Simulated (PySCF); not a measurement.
# A diatomic session: DyO

What are the lowest state that PBE0 finds, the bond length, vibrational wavenumber and bond energy of DyO, and how much do these hang on the method?

Program: PySCF 2.14.0. Level of theory: Dy x2c-TZVPall, O x2c-TZVPall, spin-free X2C with a Gaussian nucleus. These are calculated values, not measurements.

## 1. The job

The job is set up so:

```
atoms                         : Dy, O
charge                        : 0
basis                         : Dy x2c-TZVPall, O x2c-TZVPall
Hamiltonian                   : spin-free X2C with a Gaussian nucleus
basis functions               : 135
electrons treated             : 74
masses in u                   : 163.9292, 15.9949
levels                        : PBE0, PBE, r²SCAN, PBEsol, BP86, CAM-B3LYP, HF, MP2, SCS-MP2
grid                          : 80 radial by 434 angular points
occupations                   : held fixed by the projection of orbital angular momentum
dissociation limit            : Dy + O, each in its ground configuration
starting distance in angstrom : 1.932
values of 2S to try           : 2, 4, 6
```

Run with:

```console
> OMP_NUM_THREADS=4 python dia.py task.json out
```

The job searches for the state first and then visits each distance with every level. Its results follow level by level.

## 2. Search for the lowest state

Unrestricted PBE0 solutions at 1.932 Å, counted from the lowest. The search isn't exhaustive.

| 2Ms+1 | unpaired | term | E (eV) | ⟨S²⟩ | ⟨Lz²⟩ | μ (D) |
| --- | --- | --- | --- | --- | --- | --- |
| 7 | σ ↑, π ↑↑, δ ↑↑, φ ↑ | ⁷Φ | 0.00 | 12.02 | 8.96 | -5.77 |
| 7 | σ ↑↑, π ↑, δ ↑↑, φ ↑ | not assigned | 0.02 | 12.02 | 10.01 | -5.75 |
| 5 | π ↑↑, δ ↑, φ ↑ | not assigned | 0.09 | 6.98 | 11.19 | -5.47 |
| 5 | σ ↓, π ↑↑, δ ↑↑, φ ↑ | not assigned | 0.18 | 7.00 | 8.90 | -5.62 |
| 5 | π ↑, δ ↑↑, φ ↑ | not assigned | 0.19 | 6.99 | 10.03 | -5.56 |
| 5 | π ↑, δ ↑↑, φ ↑ | not assigned | 0.19 | 6.99 | 10.03 | -5.56 |
| 5 | σ ↑, δ ↑, φ ↑↑ | not assigned | 1.38 | 6.06 | 11.58 | -8.05 |
| 5 | σ ↑, δ ↑↑, φ ↑ | ⁵Φ | 1.41 | 6.08 | 9.00 | -7.83 |
| 7 | π ↑, δ ↑↑↑, φ ↑↑ | not assigned | 1.57 | 12.02 | 11.29 | -8.16 |
| 5 | σ ↑, π ↑, δ ↑, φ ↑ | not assigned | 1.77 | 6.50 | 13.52 | -6.27 |

10 of 14 solutions are listed, lowest first.

A term symbol stands only where ⟨S²⟩ and ⟨Lz²⟩ are near those of a pure state. A positive dipole means Dy(−)O(+).

Followed over a short scan are these candidates:

| 2Ms+1 | unpaired | R at minimum (Å) | energy at minimum (eV) |
| --- | --- | --- | --- |
| 7 | σ ↑, π ↑↑, δ ↑↑, φ ↑ | 1.79 | 0.00 |
| 5 | π ↑↑, δ ↑, φ ↑ | 1.78 | 0.04 |
| 5 | σ ↑, δ ↑, φ ↑↑ | 1.86 | 1.67 |

The search made 21 SCF attempts at the starting distance; with the short scans it took 4 min of wall time (4 threads of Arm Neoverse V2, shared host).

## 3. PBE0 along the bond

State followed: ⁷Φ (septet), unpaired electrons σ ↑, π ↑↑, δ ↑↑, φ ↑, about 9.1 electrons in the 4f shell (Mulliken). The scan is laid around 1.790 Å.

Log of the SCF at 1.790 Å:

```text
******** <class 'pyscf.dft.uks_symm.SymAdaptedUKS'> ********
method = SymAdaptedUKS
initial guess = minao
damping factor = 0
level_shift factor = 0
DIIS = <class 'pyscf.scf.diis.CDIIS'>
diis_start_cycle = 1
diis_space = 10
diis_damp = 0
SCF conv_tol = 1e-09
SCF conv_tol_grad = None
SCF max_cycles = 60
direct_scf = False
max_memory 7000 MB (current use 2774 MB)
number electrons alpha = 40  beta = 34
XC library pyscf.dft.libxc version 7.0.0
    S. Lehtola, C. Steigemann, M. J.T. Oliveira, and M. A.L. Marques.,  SoftwareX 7, 1–5 (2018)
XC functionals = PBE0
    C. Adamo and V. Barone.,  J. Chem. Phys. 110, 6158 (1999)
    M. Ernzerhof and G. E. Scuseria.,  J. Chem. Phys. 110, 5029 (1999)
small_rho_cutoff = 0
Overwritten attributes  get_j get_hcore get_jk get_occ get_k  of <class 'pyscf.dft.uks_symm.SymAdaptedUKS'>
<class 'pyscf.dft.uks_symm.SymAdaptedUKS'> does not have attributes  refdm
Set gradient conv threshold to 3.16228e-05
init E= -12231.8040360287
cycle= 1 E= -12231.8046224387  delta_E= -0.000586  |g|= 0.00114  |ddm|= 0.00168
cycle= 2 E= -12231.8046193011  delta_E= 3.14e-06  |g|= 0.0031  |ddm|= 0.00259
cycle= 3 E= -12231.8046229333  delta_E= -3.63e-06  |g|= 0.000479  |ddm|= 0.00166
cycle= 4 E= -12231.804622971  delta_E= -3.78e-08  |g|= 0.000143  |ddm|= 0.00025
cycle= 5 E= -12231.8046229745  delta_E= -3.5e-09  |g|= 3.81e-05  |ddm|= 6.96e-05
cycle= 6 E= -12231.8046229757  delta_E= -1.21e-09  |g|= 1.72e-05  |ddm|= 4.25e-05
cycle= 7 E= -12231.8046229766  delta_E= -8.24e-10  |g|= 1.01e-05  |ddm|= 4.7e-05
Extra cycle  E= -12231.804622977  delta_E= -3.91e-10  |g|= 1.11e-05  |ddm|= 2.47e-05
converged SCF energy = -12231.804622977  <S^2> = 12.011295  2S+1 = 7.0032263
```

Points of the scan, energies from the lowest:

| R (Å) | E (eV) | μ (D) | Mulliken charge of Dy (e) | Mayer bond order | ⟨S²⟩ | HOMO (eV) | LUMO (eV) |
| --- | --- | --- | --- | --- | --- | --- | --- |
| 1.5394 | 1.7821 | -2.11 | 0.46 | 2.27 | 12.01 | -4.09 | -1.82 |
| 1.6110 | 0.8113 | -2.91 | 0.52 | 2.23 | 12.01 | -4.25 | -1.96 |
| 1.6826 | 0.2573 | -3.65 | 0.58 | 2.19 | 12.01 | -4.42 | -2.09 |
| 1.7363 | 0.0560 | -4.16 | 0.61 | 2.16 | 12.01 | -4.53 | -2.18 |
| 1.7900 | 0.0000 | -4.64 | 0.64 | 2.13 | 12.01 | -4.65 | -2.28 |
| 1.8437 | 0.0600 | -5.09 | 0.67 | 2.10 | 12.01 | -4.75 | -2.37 |
| 1.9153 | 0.2783 | -5.65 | 0.69 | 2.08 | 12.02 | -4.88 | -2.48 |
| 2.0048 | 0.7083 | -6.28 | 0.70 | 2.06 | 12.02 | -5.03 | -2.63 |
| 2.1122 | 1.3637 | -6.94 | 0.70 | 2.05 | 12.03 | -5.18 | -2.78 |
| 2.2554 | 2.3240 | -7.60 | 0.68 | 2.04 | 12.08 | -5.32 | -2.94 |

Constants from the curve: Re = 1.787 Å, ωe = 871 cm⁻¹, ωexe = 2.51 cm⁻¹, αe = 0.00141 cm⁻¹, Be = 0.3622 cm⁻¹, De = 6.05 eV, μ = -4.62 D.

Orbitals nearest the gap at 1.790 Å:

| spin | orbital | ε (eV) | filled | made of |
| --- | --- | --- | --- | --- |
| α | δ | -11.53 | yes | Dy f 98 % |
| β | φ | -8.79 | yes | Dy f 86 %, O p 12 % |
| β | σ | -8.71 | yes | Dy f 80 %, O p 17 % |
| β | π | -7.80 | yes | O p 80 %, Dy d 14 % |
| β | π | -7.63 | yes | O p 68 %, Dy f 17 %, Dy d 13 % |
| α | π | -7.62 | yes | O p 76 %, Dy d 20 % |
| α | π | -7.58 | yes | O p 76 %, Dy d 20 % |
| α | σ | -7.25 | yes | O p 68 %, Dy d 21 % |
| β | σ | -7.03 | yes | O p 56 %, Dy f 23 %, Dy d 15 % |
| α | σ | -4.65 | yes | Dy s 81 %, Dy p 9 %, Dy d 8 % |
| β | σ | -2.28 | no | Dy s 87 % |
| α | π | -1.29 | no | Dy p 77 %, Dy d 22 % |
| α | π | -1.25 | no | Dy p 78 %, Dy d 21 % |
| β | π | -1.09 | no | Dy f 94 % |

Polarisability there: 94.8 bohr³ along the bond, 134.5 across it. Without diffuse functions these come out too small, above all across the bond.

## 4. Fields at the reference distance

The fields below are evaluated on a grid from the run's orbitals.

Frontier orbitals at PBE0 (alpha spin), with the share of their density that lies nearest to each atom:

| orbital | energy (eV) | lies on |
| --- | --- | --- |
| HOMO-1 | -7.25 | O2 73 %; Dy1 27 % |
| HOMO | -4.65 | Dy1 94 %; O2 6 % |
| LUMO | -1.29 | Dy1 94 % |

ELF in a plane through or near 2 of the atoms.

Values, 10 rows by 14 columns:
```
0.05 0.25 0.67 0.80 0.77 0.71 0.42 0.15 0.02 0.01 0.00 0.00 0.00 0.00
0.32 0.69 0.84 0.78 0.60 0.43 0.18 0.13 0.12 0.09 0.03 0.01 0.00 0.00
0.51 0.75 0.66 0.42 0.22 0.19 0.09 0.11 0.32 0.30 0.15 0.06 0.01 0.00
0.58 0.64 0.30 0.16 0.34 0.61 0.30 0.19 0.68 0.69 0.48 0.24 0.05 0.00
0.58 0.52 0.24 0.51 0.54 0.52 0.47 0.37 0.73 0.76 0.80 0.49 0.11 0.01
0.57 0.50 0.26 0.59 0.50 0.40 0.45 0.42 0.33 0.26 0.84 0.55 0.12 0.02
0.58 0.57 0.24 0.31 0.57 0.61 0.49 0.28 0.80 0.82 0.67 0.37 0.08 0.01
0.57 0.71 0.46 0.21 0.16 0.28 0.12 0.13 0.50 0.50 0.29 0.13 0.02 0.00
0.47 0.74 0.74 0.55 0.33 0.24 0.11 0.11 0.24 0.22 0.10 0.03 0.00 0.00
0.16 0.51 0.82 0.85 0.75 0.61 0.32 0.14 0.05 0.03 0.01 0.00 0.00 0.00
```
The map spans 7.0 Å across and 5.2 Å up, centred on the molecule. Atoms in the plane (x, y in Å): Dy1 (-0.9, 0.0), O2 (0.9, 0.0).

log10 of the density (e/Å³) in the same plane.

Ten even steps from '0' (-4.0) to '9' (4.1):
```
1111111222221111111000000000
1111222222222222111110000000
1112222222222222222111100000
1222222233333222222221110000
1222222333333333333222111000
1222233333433333333332211000
2222333444444444444333221100
2222334455555444554443322110
2223344556665555555543322110
2223344567976555686543322110
2223344567976555686543322110
2223344556665555555543322110
2222334455555444555443322110
2222333444444444444333221100
1222233333433333333332211000
1222222333333333333222111000
1222222233333222222221110000
1112222222222222222111100000
1111222222222222111110000000
1111111222221111111000000000
```
The map spans 7.0 Å across and 5.2 Å up, centred on the molecule. Atoms in the plane (x, y in Å): Dy1 (-0.9, 0.0), O2 (0.9, 0.0).

The spin density lies nearest to Dy1 98 %.

## 5. Other states along the same grid

State 2: Ms = 2 determinant of mixed spin (⟨S²⟩ = 6.99), unpaired electrons π ↑↑, δ ↑, φ ↑, an excited solution, about 9.2 electrons in the 4f shell (Mulliken).

Output of the SCF at 1.790 Å:

```text
[... 13 set-up lines left out, the same as in an earlier log ...]
max_memory 7000 MB (current use 2851 MB)
number electrons alpha = 39  beta = 35
[... 7 set-up lines left out, the same as in an earlier log ...]
init E= -12231.8025747359
cycle= 1 E= -12231.8031627327  delta_E= -0.000588  |g|= 0.00115  |ddm|= 0.00171
cycle= 2 E= -12231.8031599094  delta_E= 2.82e-06  |g|= 0.00297  |ddm|= 0.00247
cycle= 3 E= -12231.8031631905  delta_E= -3.28e-06  |g|= 0.000643  |ddm|= 0.00161
cycle= 4 E= -12231.8031632573  delta_E= -6.68e-08  |g|= 0.000174  |ddm|= 0.000314
cycle= 5 E= -12231.8031632632  delta_E= -5.89e-09  |g|= 5.22e-05  |ddm|= 8e-05
cycle= 6 E= -12231.8031632664  delta_E= -3.19e-09  |g|= 2.57e-05  |ddm|= 6.69e-05
cycle= 7 E= -12231.8031632709  delta_E= -4.59e-09  |g|= 2.12e-05  |ddm|= 0.00014
cycle= 8 E= -12231.8031632748  delta_E= -3.86e-09  |g|= 9.77e-06  |ddm|= 0.00019
cycle= 9 E= -12231.8031632755  delta_E= -6.57e-10  |g|= 3.17e-06  |ddm|= 8.85e-05
Extra cycle  E= -12231.8031632755  delta_E= -4.18e-11  |g|= 5.78e-06  |ddm|= 1.74e-05
converged SCF energy = -12231.8031632755  <S^2> = 6.9934736  2S+1 = 5.3827404
```

Re = 1.777 Å, ωe = 882 cm⁻¹; the determinant mixes terms (⟨S²⟩ = 6.99, ⟨Lz²⟩ = 11.25), so these belong to no real state. Its minimum lies 0.04 eV above that of the lowest state.

State 3: quintet, unpaired electrons σ ↑, δ ↑, φ ↑↑, an excited solution, about 9.9 electrons in the 4f shell (Mulliken).

The SCF at the reference distance, 1.790 Å, printed:

```text
[... 13 set-up lines left out, the same as in an earlier log ...]
max_memory 7000 MB (current use 2844 MB)
[... 8 set-up lines left out, the same as in an earlier log ...]
init E= -12231.7402936326
cycle= 1 E= -12231.7408303804  delta_E= -0.000537  |g|= 0.000989  |ddm|= 0.00158
cycle= 2 E= -12231.740828094  delta_E= 2.29e-06  |g|= 0.00302  |ddm|= 0.0023
cycle= 3 E= -12231.7408307725  delta_E= -2.68e-06  |g|= 0.000311  |ddm|= 0.00142
cycle= 4 E= -12231.7408308003  delta_E= -2.79e-08  |g|= 0.000237  |ddm|= 0.000303
cycle= 5 E= -12231.7408308162  delta_E= -1.58e-08  |g|= 7.55e-05  |ddm|= 0.000185
cycle= 6 E= -12231.7408308354  delta_E= -1.93e-08  |g|= 8.76e-05  |ddm|= 0.000328
cycle= 7 E= -12231.740830864  delta_E= -2.85e-08  |g|= 7.03e-05  |ddm|= 0.00052
cycle= 8 E= -12231.7408309164  delta_E= -5.25e-08  |g|= 9.92e-05  |ddm|= 0.0011
cycle= 9 E= -12231.7408310292  delta_E= -1.13e-07  |g|= 7.53e-05  |ddm|= 0.00343
cycle= 10 E= -12231.7408310545  delta_E= -2.52e-08  |g|= 3.27e-05  |ddm|= 0.00147
cycle= 11 E= -12231.7408310638  delta_E= -9.29e-09  |g|= 1.22e-05  |ddm|= 0.00101
cycle= 12 E= -12231.7408310658  delta_E= -2.06e-09  |g|= 3.82e-06  |ddm|= 0.000484
cycle= 13 E= -12231.7408310662  delta_E= -3.18e-10  |g|= 1.8e-06  |ddm|= 0.000155
Extra cycle  E= -12231.7408310662  delta_E= 3.64e-12  |g|= 2.43e-06  |ddm|= 8.74e-06
converged SCF energy = -12231.7408310662  <S^2> = 6.0730042  2S+1 = 5.0291169
```

Re = 1.861 Å, ωe = 724 cm⁻¹; the determinant mixes terms (⟨S²⟩ = 6.07, ⟨Lz²⟩ = 11.55), so these belong to no real state. Its minimum lies 1.66 eV above that of the lowest state.

Energy (eV) from the lowest point of the lowest state:

| R (Å) | lowest | state 2 | state 3 |
| --- | --- | --- | --- |
| 1.539 | 1.782 | 1.704 | 3.845 |
| 1.611 | 0.811 | 0.769 | 2.862 |
| 1.683 | 0.257 | 0.250 | 2.219 |
| 1.736 | 0.056 | 0.073 | 1.916 |
| 1.790 | 0.000 | 0.040 | 1.736 |
| 1.844 | 0.060 | 0.120 | 1.663 |
| 1.915 | 0.278 | 0.363 | 1.698 |
| 2.005 | 0.708 | 0.818 | 1.896 |
| 2.112 | 1.364 | 1.491 | 2.272 |
| 2.255 | 2.324 | 2.441 | 2.810 |

## 6. PBE

The SCF at the reference distance, 1.790 Å, printed:

```text
[... 17 set-up lines left out, the same as in an earlier log ...]
XC functionals = PBE
    J. P. Perdew, K. Burke, and M. Ernzerhof.,  Phys. Rev. Lett. 77, 3865 (1996)
    J. P. Perdew, K. Burke, and M. Ernzerhof.,  Phys. Rev. Lett. 78, 1396 (1997)
    J. P. Perdew, K. Burke, and M. Ernzerhof.,  Phys. Rev. Lett. 77, 3865 (1996)
    J. P. Perdew, K. Burke, and M. Ernzerhof.,  Phys. Rev. Lett. 78, 1396 (1997)
[... 2 set-up lines left out, the same as in an earlier log ...]
init E= -12231.9453766016
cycle= 1 E= -12231.8679386836  delta_E= 0.0774  |g|= 0.609  |ddm|= 0.492
cycle= 2 E= -12229.6236505614  delta_E= 2.24  |g|= 3.54  |ddm|= 5.47
cycle= 3 E= -12231.7465770479  delta_E= -2.12  |g|= 0.793  |ddm|= 5.31
cycle= 4 E= -12231.9295882787  delta_E= -0.183  |g|= 0.313  |ddm|= 0.505
cycle= 5 E= -12231.958246347  delta_E= -0.0287  |g|= 0.0496  |ddm|= 0.19
cycle= 6 E= -12231.9583418761  delta_E= -9.55e-05  |g|= 0.0556  |ddm|= 0.119
cycle= 7 E= -12231.9588463987  delta_E= -0.000505  |g|= 0.0371  |ddm|= 0.108
cycle= 8 E= -12231.9591254986  delta_E= -0.000279  |g|= 0.0194  |ddm|= 0.0355
cycle= 9 E= -12231.9592116388  delta_E= -8.61e-05  |g|= 0.00137  |ddm|= 0.0111
cycle= 10 E= -12231.9592122418  delta_E= -6.03e-07  |g|= 0.000555  |ddm|= 0.00119
cycle= 11 E= -12231.9592123279  delta_E= -8.6e-08  |g|= 0.000265  |ddm|= 0.000732
cycle= 12 E= -12231.9592123459  delta_E= -1.8e-08  |g|= 1.42e-05  |ddm|= 0.000294
cycle= 13 E= -12231.959212346  delta_E= -6.18e-11  |g|= 5.61e-06  |ddm|= 3.75e-05
Extra cycle  E= -12231.9592123458  delta_E= 1.4e-10  |g|= 1.9e-05  |ddm|= 5.61e-05
converged SCF energy = -12231.9592123458  <S^2> = 12.006621  2S+1 = 7.0018915
```

No constants are quoted: the points don't follow one smooth fit.

## 7. r²SCAN (meta-GGA)

Log of the SCF at 1.790 Å:

```text
[... 13 set-up lines left out, the same as in an earlier log ...]
max_memory 7000 MB (current use 2854 MB)
[... 3 set-up lines left out, the same as in an earlier log ...]
XC functionals = R2SCAN
    J. W. Furness, A. D. Kaplan, J. Ning, J. P. Perdew, and J. Sun.,  J. Phys. Chem. Lett. 11, 8208-8215 (2020)
    J. W. Furness, A. D. Kaplan, J. Ning, J. P. Perdew, and J. Sun.,  J. Phys. Chem. Lett. 11, 9248-9248 (2020)
    J. W. Furness, A. D. Kaplan, J. Ning, J. P. Perdew, and J. Sun.,  J. Phys. Chem. Lett. 11, 8208-8215 (2020)
    J. W. Furness, A. D. Kaplan, J. Ning, J. P. Perdew, and J. Sun.,  J. Phys. Chem. Lett. 11, 9248-9248 (2020)
[... 2 set-up lines left out, the same as in an earlier log ...]
init E= -12232.2296389778
cycle= 1 E= -12232.231248477  delta_E= -0.00161  |g|= 0.0906  |ddm|= 0.19
cycle= 2 E= -12232.1841948838  delta_E= 0.0471  |g|= 0.41  |ddm|= 0.258
cycle= 3 E= -12232.2335358482  delta_E= -0.0493  |g|= 0.0512  |ddm|= 0.17
cycle= 4 E= -12232.2346224362  delta_E= -0.00109  |g|= 0.00705  |ddm|= 0.0353
cycle= 5 E= -12232.2346664202  delta_E= -4.4e-05  |g|= 0.00843  |ddm|= 0.0158
cycle= 6 E= -12232.2347076423  delta_E= -4.12e-05  |g|= 0.00363  |ddm|= 0.0204
cycle= 7 E= -12232.2347206612  delta_E= -1.3e-05  |g|= 0.00232  |ddm|= 0.0126
cycle= 8 E= -12232.2347243124  delta_E= -3.65e-06  |g|= 0.000909  |ddm|= 0.00514
cycle= 9 E= -12232.2347262102  delta_E= -1.9e-06  |g|= 0.00024  |ddm|= 0.00564
cycle= 10 E= -12232.234726601  delta_E= -3.91e-07  |g|= 0.000211  |ddm|= 0.00334
cycle= 11 E= -12232.2347266317  delta_E= -3.07e-08  |g|= 5.3e-05  |ddm|= 0.000754
cycle= 12 E= -12232.2347266357  delta_E= -3.98e-09  |g|= 4.74e-05  |ddm|= 0.000477
cycle= 13 E= -12232.2347266362  delta_E= -5.31e-10  |g|= 1.02e-05  |ddm|= 6.66e-05
Extra cycle  E= -12232.2347266361  delta_E= 1.13e-10  |g|= 3.19e-05  |ddm|= 1.85e-05
converged SCF energy = -12232.2347266361  <S^2> = 12.010991  2S+1 = 7.0031395
```

No constants are quoted: the points don't follow one smooth fit. 8.4 min of CPU time for 12 points, integrals apart.

## 8. PBEsol

The SCF at the reference distance, 1.790 Å, printed, cut to the lines that bear on the results:

```text
[... 13 set-up lines left out, the same as in an earlier log ...]
max_memory 7000 MB (current use 2855 MB)
[... 3 set-up lines left out, the same as in an earlier log ...]
XC functionals = PBEsol
    J. P. Perdew, A. Ruzsinszky, G. I. Csonka, O. A. Vydrov, G. E. Scuseria, L. A. Constantin, X. Zhou, and K. Burke.,  Phys. Rev. Lett. 100, 136406 (2008)
    J. P. Perdew, A. Ruzsinszky, G. I. Csonka, O. A. Vydrov, G. E. Scuseria, L. A. Constantin, X. Zhou, and K. Burke.,  Phys. Rev. Lett. 100, 136406 (2008)
[... 2 set-up lines left out, the same as in an earlier log ...]
init E= -12227.4395193598
cycle= 1 E= -12227.2931643332  delta_E= 0.146  |g|= 0.819  |ddm|= 0.646
cycle= 2 E= -12224.3667176253  delta_E= 2.93  |g|= 4.16  |ddm|= 9.13
cycle= 3 E= -12227.0038776486  delta_E= -2.64  |g|= 1.24  |ddm|= 9.02
cycle= 4 E= -12227.4342629112  delta_E= -0.43  |g|= 0.277  |ddm|= 1.08
cycle= 5 E= -12227.3871578632  delta_E= 0.0471  |g|= 0.352  |ddm|= 1.02
cycle= 6 E= -12227.4456918895  delta_E= -0.0585  |g|= 0.249  |ddm|= 1.06
cycle= 7 E= -12227.4429747013  delta_E= 0.00272  |g|= 0.266  |ddm|= 0.105
cycle= 8 E= -12227.4446914585  delta_E= -0.00172  |g|= 0.249  |ddm|= 0.02
cycle= 9 E= -12227.4501075488  delta_E= -0.00542  |g|= 0.191  |ddm|= 0.121
cycle= 10 E= -12227.3941616352  delta_E= 0.0559  |g|= 0.376  |ddm|= 1.11
[... 18 lines of further cycles left out ...]
cycle= 29 E= -12227.4549552274  delta_E= 0.00061  |g|= 0.0466  |ddm|= 0.0445
cycle= 30 E= -12227.4558523493  delta_E= -0.000897  |g|= 0.0169  |ddm|= 0.0765
cycle= 31 E= -12227.4558431399  delta_E= 9.21e-06  |g|= 0.0176  |ddm|= 0.00344
cycle= 32 E= -12227.4559889277  delta_E= -0.000146  |g|= 0.00176  |ddm|= 0.0425
cycle= 33 E= -12227.4559888948  delta_E= 3.3e-08  |g|= 0.00289  |ddm|= 0.0123
cycle= 34 E= -12227.4559911  delta_E= -2.21e-06  |g|= 0.000822  |ddm|= 0.00506
cycle= 35 E= -12227.4559912265  delta_E= -1.26e-07  |g|= 0.00016  |ddm|= 0.00097
cycle= 36 E= -12227.4559912273  delta_E= -8.69e-10  |g|= 0.000137  |ddm|= 0.000205
cycle= 37 E= -12227.4559912351  delta_E= -7.75e-09  |g|= 3.95e-05  |ddm|= 0.000455
cycle= 38 E= -12227.4559912358  delta_E= -7.24e-10  |g|= 5.71e-06  |ddm|= 8.29e-05
Extra cycle  E= -12227.4559912312  delta_E= 4.59e-09  |g|= 9.66e-05  |ddm|= 0.000284
converged SCF energy = -12227.4559912312  <S^2> = 12.007032  2S+1 = 7.0020089
```

No constants are quoted: the points don't follow one smooth fit.

## 9. BP86 (GGA)

Output of the SCF at 1.790 Å, cut to the lines that bear on the results:

```text
[... 13 set-up lines left out, the same as in an earlier log ...]
max_memory 7000 MB (current use 2876 MB)
[... 3 set-up lines left out, the same as in an earlier log ...]
XC functionals = B88,P86
    A. D. Becke.,  Phys. Rev. A 38, 3098 (1988)
    J. P. Perdew.,  Phys. Rev. B 33, 8822 (1986)
[... 2 set-up lines left out, the same as in an earlier log ...]
init E= -12233.7270282676
cycle= 1 E= -12233.6298827881  delta_E= 0.0971  |g|= 0.686  |ddm|= 0.523
cycle= 2 E= -12231.0966014446  delta_E= 2.53  |g|= 3.88  |ddm|= 2.37
cycle= 3 E= -12233.4729543195  delta_E= -2.38  |g|= 0.893  |ddm|= 2.08
cycle= 4 E= -12233.6903540051  delta_E= -0.217  |g|= 0.368  |ddm|= 0.956
cycle= 5 E= -12233.7365033454  delta_E= -0.0461  |g|= 0.105  |ddm|= 0.636
cycle= 6 E= -12233.7193825401  delta_E= 0.0171  |g|= 0.204  |ddm|= 0.698
cycle= 7 E= -12233.7387863251  delta_E= -0.0194  |g|= 0.11  |ddm|= 0.651
cycle= 8 E= -12233.741478269  delta_E= -0.00269  |g|= 0.0876  |ddm|= 0.19
cycle= 9 E= -12233.7144366025  delta_E= 0.027  |g|= 0.218  |ddm|= 0.823
cycle= 10 E= -12233.7416820781  delta_E= -0.0272  |g|= 0.0815  |ddm|= 0.813
[... 19 lines of further cycles left out ...]
cycle= 30 E= -12233.7409324491  delta_E= -0.000294  |g|= 0.0465  |ddm|= 0.0204
cycle= 31 E= -12233.7412576178  delta_E= -0.000325  |g|= 0.0247  |ddm|= 0.0845
cycle= 32 E= -12233.741217684  delta_E= 3.99e-05  |g|= 0.0248  |ddm|= 0.0269
cycle= 33 E= -12233.7414414119  delta_E= -0.000224  |g|= 0.00264  |ddm|= 0.0435
cycle= 34 E= -12233.7414437538  delta_E= -2.34e-06  |g|= 0.0053  |ddm|= 0.0162
cycle= 35 E= -12233.7414478203  delta_E= -4.07e-06  |g|= 0.00386  |ddm|= 0.0074
cycle= 36 E= -12233.7414504529  delta_E= -2.63e-06  |g|= 0.000891  |ddm|= 0.0023
cycle= 37 E= -12233.7414506882  delta_E= -2.35e-07  |g|= 0.000314  |ddm|= 0.00117
cycle= 38 E= -12233.7414507262  delta_E= -3.81e-08  |g|= 4.93e-05  |ddm|= 0.000647
cycle= 39 E= -12233.741450727  delta_E= -7.35e-10  |g|= 1.02e-05  |ddm|= 4.35e-05
Extra cycle  E= -12233.7414507262  delta_E= 7.24e-10  |g|= 5.17e-05  |ddm|= 7.54e-05
converged SCF energy = -12233.7414507262  <S^2> = 12.006334  2S+1 = 7.0018094
```

No constants are quoted: the points don't follow one smooth fit. 3.3 min of CPU time for 12 points, integrals apart.

[end of part 1 of 2]
